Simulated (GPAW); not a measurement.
Cd2S:

```
Cd S
1.0
     3.96267    0.00000    0.00000
    -1.98134    3.43177    0.00000
     0.00000    0.00000    5.80919
Cd S
2 1
Direct
  0.33333 0.66667 0.93272
  0.66667 0.33333 0.57873
  0.33333 0.66667 0.36571
```

The cell comes from a database or a generator and needn't be the stable form of this composition.

Base run:

- Program: GPAW 26.7.0
- Functional: LDA
- Potentials or basis: the program's PAW data sets (release 1.2.1) made for this functional
- Cutoff: 450 eV
- Basis: pw
- k mesh: 6 × 6 × 4
- Occupations: fermi-dirac, width 0.05 eV
- Spin: no spin polarisation

Its results: pressure -6.3 GPa; largest force 0.145 eV/Å.

Question: After a change of settings the same cell gave: pressure -3.3 GPa; largest force 0.125 eV/Å. Which change was it?
A. functional from LDA to r2SCAN; potentials or basis from the program's PAW data sets (release 1.2.1) made for this functional to GPAW PAW data sets (gpaw-data 1.2.1); cutoff from 450 eV to 600 eV
B. functional from LDA to PBE; potentials or basis from the program's PAW data sets (release 1.2.1) made for this functional to GPAW PAW data sets (gpaw-data 1.2.1); cutoff from 450 eV to 600 eV
C. cutoff from 450 eV to 600 eV
D. functional from LDA to PBEsol; potentials or basis from the program's PAW data sets (release 1.2.1) made for this functional to PAW data sets generated in the run's folder for this functional; cutoff from 450 eV to 600 eV

Answer: D.

Caveats: the cutoff is short for stress and forces, so pressures can be off by a GPa or more (some runs).

Not every run made on this cell is shown here.
